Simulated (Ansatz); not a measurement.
# BGeHCl (quartet): the correlation ladder at a displaced geometry (v2), cc-pVDZ

Aim: climb from Hartree-Fock through coupled cluster for BGeHCl (quartet) at one geometry and basis, and see what each rung misses.

Computed with Ansatz 0.2.0, Gaussian basis. Level: cc-pVDZ, core rule «outside noble gas», up to 20 orbitals frozen.

Plan: UHF; CCSD(T) on ROHF; CCSD(T) on UHF; BCCD(T) on ROHF; CISD; CCSDT(Q) on ROHF; CCSDT(Q) on UHF.

35 further runs of the same task are left out: 24 that didn't finish, 11 set aside as unsound or not needed.

### Step 1. The system

The geometry is a PBE0/def2-TZVP stationary point (not a proven minimum) with its atoms shifted at random (size 0.100 Å). No spin-orbit coupling is included. The filled d shell of Ge may be among the frozen orbitals whatever the setting's name suggests; the logs give the count.

4 atoms, charge 0, spin multiplicity 4.

Atoms are counted from 1 here; the program's logs count them from 0.

Bond lengths: B1–Ge2 1.914 Å, Ge2–Cl3 2.169 Å, Ge2–H4 1.455 Å. Angles: B1–Ge2–Cl3 122.0°, B1–Ge2–H4 131.2°, Cl3–Ge2–H4 104.9°.

### Step 2. UHF

File in.yaml:

```yaml
crystal:
  periodic: [false, false, false]
  atoms:
    - {symbol: B, position_ang: [0.126013, -1.102856, 1.848954]}
    - {symbol: Ge, position_ang: [-0.038861, 0.248626, 0.503643]}
    - {symbol: Cl, position_ang: [0.037760, -0.221249, -1.612012]}
    - {symbol: H, position_ang: [0.120868, 1.693320, 0.572473]}
basis:
  gaussian: {orbitals: cc-pVDZ}
magnetization: {spin_polarized: true, initial_magnetization: 3}
hamiltonian: {xc: hf}
output: {orbitals: {seedname: orbitals}}
```

Launch:

```console
$ ansatz run in.yaml --threads 1 --pin off --events-out ev --progress --plain --max-ram 2393MiB
```

Further steps of the session: CCSD(T) on ROHF; CCSD(T) on UHF; BCCD(T) on ROHF; CISD; CCSDT(Q) on ROHF; CCSDT(Q) on UHF.

**Question.** What will the summary of the whole plan be? Wanted: UCCSDT(Q) below the RHF energy; RMP2 from UCCSDT(Q); UMP2 from UCCSDT(Q); RCCSD from UCCSDT(Q); RCCSD(T) from UCCSDT(Q); UCCSD(T) from UCCSDT(Q); RCCSDT(Q) from UCCSDT(Q); T1 diagnostic.

The runs gave:

```
                         quantity                      value
   UCCSDT(Q) below the RHF energy                 -7.9980 eV
              RMP2 from UCCSDT(Q)                +1242.0 meV
              UMP2 from UCCSDT(Q)                +1257.4 meV
             RCCSD from UCCSDT(Q)                 +284.6 meV
          RCCSD(T) from UCCSDT(Q)                  +59.7 meV
          UCCSD(T) from UCCSDT(Q)                  +57.7 meV
         RCCSDT(Q) from UCCSDT(Q)                   +3.5 meV
levels within 1 kcal/mol (43 meV)  RCCSDT, UCCSDT, RCCSDT(Q)
                    T1 diagnostic                      0.022
```

RCCSD(T) misses by +59.7 meV, 0.7 % of the correlation energy. These misses are within one basis, not against nature; the frozen cores of restricted and unrestricted runs differ, which can shift their rows.
